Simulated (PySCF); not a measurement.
**HfCl4(H2O): other functionals and bases at one geometry**

Aim: see how levels, charges and forces of HfCl4(H2O) depend on the level of theory. The structure is generated, not taken from experiment.

Computed with PySCF 2.14.0. Level: several levels, as the steps say, no spin–orbit coupling.

3 further runs of the same task are left out: 2 for a known fault of the program, 1 that didn't finish. Runs told in other sessions of the task aren't counted.

## (1) Where the work starts

8 atoms, charge 0, spin multiplicity 1.

Bond lengths: Hf1–Cl2 2.418 Å, Hf1–Cl3 2.418 Å, Hf1–Cl4 2.344 Å, Hf1–Cl5 2.344 Å, Hf1–O6 2.265 Å, O6–H7 0.979 Å, O6–H8 0.979 Å. Angles: Cl2–Hf1–Cl3 147.8°, Cl2–Hf1–Cl4 99.3°, Cl2–Hf1–Cl5 99.1°, Cl2–Hf1–O6 73.9°, Cl3–Hf1–Cl4 99.1°, Cl3–Hf1–Cl5 99.3°, Cl3–Hf1–O6 73.9°, Cl4–Hf1–Cl5 109.3°, Cl4–Hf1–O6 125.3°, Cl5–Hf1–O6 125.3°, Hf1–O6–H7 123.3°, Hf1–O6–H8 123.3°, H7–O6–H8 113.3°.

Coordinates:

```xyz
8

Hf   -0.0256   -0.0444    0.0000
Cl   -0.5371   -0.5229    2.3140
Cl   -0.1842   -0.7266   -2.3140
Cl    2.3017    0.1775    0.1634
Cl   -0.9972    2.0821   -0.1634
O    -1.1583   -2.0063    0.0000
H    -1.4868   -2.4379    0.8148
H    -1.3678   -2.5065   -0.8148
```

Formal oxidation states: Hf +4. An earlier session relaxed this geometry at PBE, Hf def2-SVP with ECP60, Cl def2-SVP, O def2-SVP, H def2-SVP (singlet, point group C2v).

At PBE on the finer grid: E = -1964.141530 Eh, HOMO -7.44 eV, LUMO -2.47 eV, Mulliken charge on Hf1 +0.71 e, largest force component 0.008 eV/Å. 

Levels to run: TPSS; r2SCAN; wB97X; B3LYP; PBE, TZVP; PBE, x2c-SVP. Hardware: 2 threads of Arm Neoverse V2, shared host.

## (2) TPSS

Input file run.py (the lines that set the calculation):

```python
mol = gto.M(atom='''
Hf    -0.02564    -0.04441     0.00000
Cl    -0.53708    -0.52285     2.31403
Cl    -0.18425    -0.72655    -2.31403
Cl     2.30172     0.17748     0.16340
Cl    -0.99719     2.08207    -0.16340
O     -1.15832    -2.00630     0.00000
H     -1.48678    -2.43787     0.81477
H     -1.36784    -2.50654    -0.81477''',
    basis={'Hf': 'def2-SVP', 'Cl': 'def2-SVP', 'O': 'def2-SVP', 'H': 'def2-SVP'},
    ecp={'Hf': 'def2-SVP'},
    charge=0, spin=0)
mf = dft.RKS(mol, xc='TPSS')
mf.grids.atom_grid = (75, 302)
mf = mf.density_fit()  # fitting sets: Hf def2-universal-JKFIT, Cl def2-universal-JKFIT, O def2-universal-JKFIT, H def2-universal-JKFIT
mf.conv_tol = 1e-08; mf.max_cycle = 55
mf.kernel(dm0)  # dm0: the density of the relaxed state
```

Launch:

```
OMP_NUM_THREADS=2 python run.py
```

Output:

```text
init E= -1965.05690640402
  HOMO = -0.280274986435076  LUMO = -0.0824945694655297  gap/eV = 5.38188
cycle= 1 E= -1965.05670192573  delta_E= 0.000204  |g|= 0.0709  |ddm|= 0.197
  HOMO = -0.28022103031036  LUMO = -0.106897237218334  gap/eV = 4.71638
cycle= 2 E= -1965.0457948401  delta_E= 0.0109  |g|= 0.203  |ddm|=  0.3
  HOMO = -0.280959516281335  LUMO = -0.0907352313880031  gap/eV = 5.17627
cycle= 3 E= -1965.05830006801  delta_E= -0.0125  |g|= 0.00805  |ddm|= 0.217
  HOMO = -0.28066338101693  LUMO = -0.0903282114835118  gap/eV = 5.17928
cycle= 4 E= -1965.05831224438  delta_E= -1.22e-05  |g|= 0.00246  |ddm|= 0.00729
  HOMO = -0.280548710308934  LUMO = -0.090051063183977  gap/eV = 5.18371
cycle= 5 E= -1965.05831370895  delta_E= -1.46e-06  |g|= 0.000387  |ddm|= 0.00239
  HOMO = -0.280576314688248  LUMO = -0.0900606696524826  gap/eV = 5.18419
cycle= 6 E= -1965.05831374363  delta_E= -3.47e-08  |g|= 0.000113  |ddm|= 0.000489
  HOMO = -0.280574162075663  LUMO = -0.0900570682437986  gap/eV = 5.18423
cycle= 7 E= -1965.05831374731  delta_E= -3.68e-09  |g|= 3.14e-05  |ddm|= 0.000178
  HOMO = -0.280571771652075  LUMO = -0.0900551559397143  gap/eV = 5.18422
Extra cycle  E= -1965.05831374682  delta_E= 4.97e-10  |g|= 5.01e-05  |ddm|= 0.000107
converged SCF energy = -1965.05831374682
```

Wall time 12 s (2 threads of Arm Neoverse V2, shared host).

Read off: E = -1965.058314 Eh, HOMO -7.63 eV, LUMO -2.45 eV, Mulliken charge on Hf1 +0.87 e, largest force component 0.114 eV/Å. 

## (3) r2SCAN

run.py (the lines that set the calculation): that of step 2 with these lines changed.

```diff
@@ -12,3 +12,3 @@
     charge=0, spin=0)
-mf = dft.RKS(mol, xc='TPSS')
+mf = dft.RKS(mol, xc='R2SCAN')
 mf.grids.atom_grid = (75, 302)
```

Launch:

```
OMP_NUM_THREADS=2 python run.py
```

Output:

```text
init E= -1964.83714630595
  HOMO = -0.288773059815611  LUMO = -0.0785300099262411  gap/eV = 5.72100
cycle= 1 E= -1964.83905487696  delta_E= -0.00191  |g|= 0.086  |ddm|= 0.308
  HOMO = -0.2903769189418  LUMO = -0.110073006044606  gap/eV = 4.90632
cycle= 2 E= -1964.82535474918  delta_E= 0.0137  |g|= 0.23  |ddm|= 0.345
  HOMO = -0.290787909856882  LUMO = -0.0900590673990339  gap/eV = 5.46211
cycle= 3 E= -1964.8413924679  delta_E= -0.016  |g|= 0.0115  |ddm|= 0.247
  HOMO = -0.290187641537656  LUMO = -0.0894269844799593  gap/eV = 5.46298
cycle= 4 E= -1964.84141828531  delta_E= -2.58e-05  |g|= 0.00337  |ddm|= 0.0116
  HOMO = -0.289971365448124  LUMO = -0.0890085475303161  gap/eV = 5.46848
cycle= 5 E= -1964.84142074658  delta_E= -2.46e-06  |g|= 0.000544  |ddm|= 0.00328
  HOMO = -0.290012498912657  LUMO = -0.0890357357424305  gap/eV = 5.46886
cycle= 6 E= -1964.84142079977  delta_E= -5.32e-08  |g|= 0.000183  |ddm|= 0.00072
  HOMO = -0.290010120122947  LUMO = -0.0890337620292818  gap/eV = 5.46885
cycle= 7 E= -1964.84142080932  delta_E= -9.55e-09  |g|= 5.26e-05  |ddm|= 0.000294
  HOMO = -0.290005773818756  LUMO = -0.0890335262427266  gap/eV = 5.46873
Extra cycle  E= -1964.84142080828  delta_E= 1.03e-09  |g|= 7.68e-05  |ddm|= 0.000172
converged SCF energy = -1964.84142080828
```

Run time: 12 s. Hardware: 2 threads of Arm Neoverse V2, shared host.

Read off: E = -1964.841421 Eh, HOMO -7.89 eV, LUMO -2.42 eV, Mulliken charge on Hf1 +0.94 e, largest force component 0.347 eV/Å. 

## (4) wB97X

run.py (the lines that set the calculation): that of step 3 with these lines changed.

```diff
@@ -12,3 +12,3 @@
     charge=0, spin=0)
-mf = dft.RKS(mol, xc='R2SCAN')
+mf = dft.RKS(mol, xc='WB97X')
 mf.grids.atom_grid = (75, 302)
```

Launch:

```
OMP_NUM_THREADS=2 python run.py
```

Output:

```text
init E= -1964.94001679719
  HOMO = -0.413210425791323  LUMO = 0.0351609045708982  gap/eV = 12.20081
cycle= 1 E= -1964.95043717463  delta_E= -0.0104  |g|= 0.114  |ddm|= 0.34
  HOMO = -0.411434329934106  LUMO = -0.00764724179621921  gap/eV = 10.98761
cycle= 2 E= -1964.95043016694  delta_E= 7.01e-06  |g|= 0.109  |ddm|= 0.264
  HOMO = -0.412874464760346  LUMO = 0.014789534970536  gap/eV = 11.63733
cycle= 3 E= -1964.95392069854  delta_E= -0.00349  |g|= 0.0107  |ddm|= 0.132
  HOMO = -0.412944141677444  LUMO = 0.0136225017780213  gap/eV = 11.60747
cycle= 4 E= -1964.95396095844  delta_E= -4.03e-05  |g|= 0.00275  |ddm|= 0.0187
  HOMO = -0.412812841455921  LUMO = 0.0136233927048498  gap/eV = 11.60392
cycle= 5 E= -1964.95396317015  delta_E= -2.21e-06  |g|= 0.000927  |ddm|= 0.0037
  HOMO = -0.412787722822104  LUMO = 0.0136178686683624  gap/eV = 11.60309
cycle= 6 E= -1964.95396352334  delta_E= -3.53e-07  |g|= 0.000285  |ddm|= 0.0015
  HOMO = -0.412809186084754  LUMO = 0.0136184490284651  gap/eV = 11.60369
cycle= 7 E= -1964.95396357777  delta_E= -5.44e-08  |g|= 7.1e-05  |ddm|= 0.000714
  HOMO = -0.412805944174589  LUMO = 0.0136301626146404  gap/eV = 11.60392
cycle= 8 E= -1964.95396358082  delta_E= -3.04e-09  |g|= 1.5e-05  |ddm|= 0.000161
  HOMO = -0.412805688832787  LUMO = 0.0136301635255353  gap/eV = 11.60391
Extra cycle  E= -1964.95396358096  delta_E= -1.42e-10  |g|= 7.39e-06  |ddm|= 3.55e-05
converged SCF energy = -1964.95396358096
```

It took 12 s on 2 threads of Arm Neoverse V2, shared host.

Read off: E = -1964.953964 Eh, HOMO -11.23 eV, LUMO 0.37 eV, Mulliken charge on Hf1 +0.96 e, largest force component 0.460 eV/Å. 

## (5) B3LYP

run.py (the lines that set the calculation): that of step 4 with these lines changed.

```diff
@@ -12,3 +12,3 @@
     charge=0, spin=0)
-mf = dft.RKS(mol, xc='WB97X')
+mf = dft.RKS(mol, xc='B3LYP')
 mf.grids.atom_grid = (75, 302)
```

Launch:

```
OMP_NUM_THREADS=2 python run.py
```

Output:

```text
init E= -1965.02668521704
  HOMO = -0.313735390756016  LUMO = -0.0546746129888934  gap/eV = 7.04940
cycle= 1 E= -1965.02528042116  delta_E= 0.0014  |g|= 0.119  |ddm|= 0.239
  HOMO = -0.309475552229581  LUMO = -0.0919938226280691  gap/eV = 5.91798
cycle= 2 E= -1965.01013230267  delta_E= 0.0151  |g|= 0.256  |ddm|= 0.409
  HOMO = -0.311567672573573  LUMO = -0.0668377708415347  gap/eV = 6.65944
cycle= 3 E= -1965.02939007556  delta_E= -0.0193  |g|= 0.0148  |ddm|= 0.281
  HOMO = -0.311999004918568  LUMO = -0.0676517344738046  gap/eV = 6.64903
cycle= 4 E= -1965.02943273236  delta_E= -4.27e-05  |g|= 0.00344  |ddm|= 0.0133
  HOMO = -0.312154355416738  LUMO = -0.0676097989488006  gap/eV = 6.65440
cycle= 5 E= -1965.02943492966  delta_E= -2.2e-06  |g|= 0.000748  |ddm|= 0.00288
  HOMO = -0.312063366110038  LUMO = -0.0675028281169927  gap/eV = 6.65483
cycle= 6 E= -1965.02943506195  delta_E= -1.32e-07  |g|= 0.000171  |ddm|= 0.000935
  HOMO = -0.312065408914745  LUMO = -0.0675064959639112  gap/eV = 6.65479
cycle= 7 E= -1965.02943507004  delta_E= -8.09e-09  |g|= 4.72e-05  |ddm|= 0.000247
  HOMO = -0.312069114071053  LUMO = -0.0675216861974207  gap/eV = 6.65447
Extra cycle  E= -1965.02943506907  delta_E= 9.7e-10  |g|= 7.37e-05  |ddm|= 0.000148
converged SCF energy = -1965.02943506907
```

It took 9 s on 2 threads of Arm Neoverse V2, shared host.

It gives: E = -1965.029435 Eh, HOMO -8.49 eV, LUMO -1.84 eV, Mulliken charge on Hf1 +0.85 e, largest force component 0.375 eV/Å. 

## (6) PBE, TZVP

Basis: Hf def2-TZVP with ECP60, Cl def2-TZVP, O def2-TZVP, H def2-TZVP. 

run.py (the lines that set the calculation): that of step 5 with these lines changed.

```diff
@@ -9,6 +9,6 @@
 H     -1.36784    -2.50654    -0.81477''',
-    basis={'Hf': 'def2-SVP', 'Cl': 'def2-SVP', 'O': 'def2-SVP', 'H': 'def2-SVP'},
-    ecp={'Hf': 'def2-SVP'},
+    basis={'Hf': 'def2-TZVP', 'Cl': 'def2-TZVP', 'O': 'def2-TZVP', 'H': 'def2-TZVP'},
+    ecp={'Hf': 'def2-TZVP'},
     charge=0, spin=0)
-mf = dft.RKS(mol, xc='B3LYP')
+mf = dft.RKS(mol, xc='PBE')
 mf.grids.atom_grid = (75, 302)
@@ -16,2 +16,2 @@
 mf.conv_tol = 1e-08; mf.max_cycle = 55
-mf.kernel(dm0)  # dm0: the density of the relaxed state
+mf.kernel(dm0)  # dm0: free metal ions and neutral atoms
```

Launch:

```
OMP_NUM_THREADS=2 python run.py
```

Output:

```text
init E= -1991.95440155627
  HOMO = -0.263957401178141  LUMO = -0.16793604680967  gap/eV = 2.61287
cycle= 1 E= -1963.29294238193  delta_E= 28.7  |g|= 3.39  |ddm|= 3.08
  HOMO = -0.159278412013902  LUMO = 0.00799585804734881  gap/eV = 4.55176
cycle= 2 E= -1961.3837366304  delta_E= 1.91  |g|= 3.74  |ddm|= 4.47
  HOMO = -0.284274505484709  LUMO = -0.128676863469581  gap/eV = 4.23403
cycle= 3 E= -1964.60893488509  delta_E= -3.23  |g|= 1.06  |ddm|= 3.43
  HOMO = -0.261917605940935  LUMO = -0.0627869203198393  gap/eV = 5.41862
cycle= 4 E= -1964.82363812503  delta_E= -0.215  |g|= 0.488  |ddm|= 0.914
  HOMO = -0.27986056978788  LUMO = -0.0984222019626898  gap/eV = 4.93719
cycle= 5 E= -1964.86678476085  delta_E= -0.0431  |g|= 0.213  |ddm|= 0.392
  HOMO = -0.281144852133214  LUMO = -0.102529558554533  gap/eV = 4.86037
cycle= 6 E= -1964.87404602256  delta_E= -0.00726  |g|= 0.0523  |ddm|= 0.118
  HOMO = -0.277969702798461  LUMO = -0.0943744712664415  gap/eV = 4.99588
cycle= 7 E= -1964.87485554346  delta_E= -0.00081  |g|= 0.012  |ddm|= 0.0568
  HOMO = -0.277582899048121  LUMO = -0.0950209004323238  gap/eV = 4.96777
cycle= 8 E= -1964.87489000043  delta_E= -3.45e-05  |g|= 0.00398  |ddm|= 0.0121
  HOMO = -0.27773369052847  LUMO = -0.0951401642901944  gap/eV = 4.96862
cycle= 9 E= -1964.87489390619  delta_E= -3.91e-06  |g|= 0.00129  |ddm|= 0.00437
  HOMO = -0.27780405063279  LUMO = -0.0951633742675885  gap/eV = 4.96991
cycle= 10 E= -1964.87489432867  delta_E= -4.22e-07  |g|= 0.000389  |ddm|= 0.00128
  HOMO = -0.277791231154067  LUMO = -0.0951761681160739  gap/eV = 4.96921
cycle= 11 E= -1964.87489437159  delta_E= -4.29e-08  |g|= 5.6e-05  |ddm|= 0.000322
  HOMO = -0.27779161454524  LUMO = -0.0951774241771568  gap/eV = 4.96919
cycle= 12 E= -1964.87489437234  delta_E= -7.49e-10  |g|= 1.46e-05  |ddm|= 4.52e-05
  HOMO = -0.277792183086107  LUMO = -0.0951795831156035  gap/eV = 4.96914
Extra cycle  E= -1964.87489437224  delta_E= 9.82e-11  |g|= 2.37e-05  |ddm|= 2.62e-05
converged SCF energy = -1964.87489437224
```

It took 24 s on 2 threads of Arm Neoverse V2, shared host.

Result: E = -1964.874894 Eh, HOMO -7.56 eV, LUMO -2.59 eV, Mulliken charge on Hf1 +1.14 e, largest force component 0.278 eV/Å. 

## (7) PBE, x2c-SVP

Basis: Hf x2c-SVPall, Cl x2c-SVPall, O x2c-SVPall, H x2c-SVPall. All electrons are treated, with the spin-free X2C Hamiltonian.

Input file run.py (the lines that set the calculation):

```python
mol = gto.M(atom='''
Hf    -0.02564    -0.04441     0.00000
Cl    -0.53708    -0.52285     2.31403
Cl    -0.18425    -0.72655    -2.31403
Cl     2.30172     0.17748     0.16340
Cl    -0.99719     2.08207    -0.16340
O     -1.15832    -2.00630     0.00000
H     -1.48678    -2.43787     0.81477
H     -1.36784    -2.50654    -0.81477''',
    basis={'Hf': 'x2c-SVPall', 'Cl': 'x2c-SVPall', 'O': 'x2c-SVPall', 'H': 'x2c-SVPall'},
    nucmod='G',
    charge=0, spin=0)
mf = dft.RKS(mol, xc='PBE')
mf.grids.atom_grid = (99, 590)
mf = mf.density_fit()  # fitting sets: Hf AutoAux, Cl AutoAux, O AutoAux, H AutoAux
mf = mf.sfx2c1e()
mf.conv_tol = 1e-08; mf.max_cycle = 55
mf.kernel(dm0)  # dm0: free metal ions and neutral atoms
```

Launch:

```
OMP_NUM_THREADS=2 python run.py
```

Output:

```text
init E= -17028.7996532264
  HOMO = -0.248259725499274  LUMO = -0.163487831073295  gap/eV = 2.30676
cycle= 1 E= -16998.2788226543  delta_E= 30.5  |g|= 2.62  |ddm|= 4.41
  HOMO = 0.130022089208467  LUMO = 0.136624810592837  gap/eV = 0.17967
cycle= 2 E= -16861.7437228274  delta_E=  137  |g|= 19.5  |ddm|= 21.1
  HOMO = -0.204595887465629  LUMO = -0.0126046785575316  gap/eV = 5.22435
cycle= 3 E= -16998.1070571689  delta_E= -136  |g|= 2.52  |ddm|= 20.8
  HOMO = -0.281427623865483  LUMO = -0.167883170377276  gap/eV = 3.08970
cycle= 4 E= -16999.4158140433  delta_E= -1.31  |g|=  1.3  |ddm|= 3.72
  HOMO = -0.276049529453661  LUMO = -0.152597250711732  gap/eV = 3.35931
cycle= 5 E= -16999.6154353683  delta_E= -0.2  |g|= 0.952  |ddm|= 0.657
  HOMO = -0.284695989877062  LUMO = -0.149217305484887  gap/eV = 3.68656
cycle= 6 E= -16999.673642858  delta_E= -0.0582  |g|= 0.812  |ddm|= 0.599
  HOMO = -0.28936838984802  LUMO = -0.157860658842397  gap/eV = 3.57851
cycle= 7 E= -16999.6815157451  delta_E= -0.00787  |g|= 0.689  |ddm|= 0.591
  HOMO = -0.276415626411575  LUMO = -0.124418504578061  gap/eV = 4.13605
cycle= 8 E= -16999.7496409448  delta_E= -0.0681  |g|= 0.407  |ddm|= 0.645
  HOMO = -0.268868012060345  LUMO = -0.0938297619358484  gap/eV = 4.76303
cycle= 9 E= -16999.7857797039  delta_E= -0.0361  |g|= 0.0879  |ddm|= 0.482
  HOMO = -0.276731030832805  LUMO = -0.105267344857387  gap/eV = 4.66576
cycle= 10 E= -16999.7880602971  delta_E= -0.00228  |g|= 0.0105  |ddm|= 0.107
  HOMO = -0.27571918436521  LUMO = -0.103892245435064  gap/eV = 4.67565
cycle= 11 E= -16999.7880884009  delta_E= -2.81e-05  |g|= 0.00449  |ddm|= 0.0151
  HOMO = -0.275715567533556  LUMO = -0.104142696571417  gap/eV = 4.66874
cycle= 12 E= -16999.788092181  delta_E= -3.78e-06  |g|= 0.000851  |ddm|= 0.00375
  HOMO = -0.275732358838553  LUMO = -0.104176574982865  gap/eV = 4.66827
cycle= 13 E= -16999.7880923217  delta_E= -1.41e-07  |g|= 0.000113  |ddm|= 0.000717
  HOMO = -0.275730853617716  LUMO = -0.104180808606298  gap/eV = 4.66811
cycle= 14 E= -16999.7880923253  delta_E= -3.58e-09  |g|= 3.08e-05  |ddm|= 0.000173
  HOMO = -0.275731538601323  LUMO = -0.104175936707915  gap/eV = 4.66827
Extra cycle  E= -16999.7880923244  delta_E= 9.28e-10  |g|= 6.43e-05  |ddm|= 0.00011
converged SCF energy = -16999.7880923244
```

Wall time 51 s (2 threads of Arm Neoverse V2, shared host).

It gives: E = -16999.788092 Eh, HOMO -7.50 eV, LUMO -2.83 eV, Mulliken charge on Hf1 +0.43 e, largest force component 0.657 eV/Å. 

## (8) All levels side by side

| level | state | HOMO (eV) | gap (eV) | charge on Hf1 (e) | dipole (D) | largest force component (eV/Å) | basis functions | time |
| --- | --- | --- | --- | --- | --- | --- | --- | --- |
| PBE (relaxed here) | singlet | -7.44 | 4.97 | 0.71 | 5.35 | 0.01 | 128 | 18 s |
| TPSS | singlet | -7.63 | 5.18 | 0.87 | 5.51 | 0.11 | 128 | 12 s |
| r2SCAN | singlet | -7.89 | 5.47 | 0.94 | 5.58 | 0.35 | 128 | 12 s |
| wB97X | singlet | -11.23 | 11.60 | 0.96 | 5.78 | 0.46 | 128 | 12 s |
| B3LYP | singlet | -8.49 | 6.65 | 0.85 | 5.50 | 0.37 | 128 | 9 s |
| PBE, TZVP | singlet | -7.56 | 4.97 | 1.14 | 5.05 | 0.28 | 231 | 24 s |
| PBE, x2c-SVP | singlet | -7.50 | 4.67 | 0.43 | 5.27 | 0.66 | 162 | 51 s |

Times are on 2 threads of Arm Neoverse V2, shared host; the first row also made further properties.

In one basis the HOMO–LUMO gap runs from 4.97 eV (PBE) to 11.60 eV (wB97X). The largest leftover force, 0.66 eV/Å with PBE, x2c-SVP, stands at a geometry relaxed at another level. The Mulliken charge on Hf spans +0.43 to +1.14 e over the levels. Total energies of different levels can't be compared. Spin–orbit coupling is left out throughout.
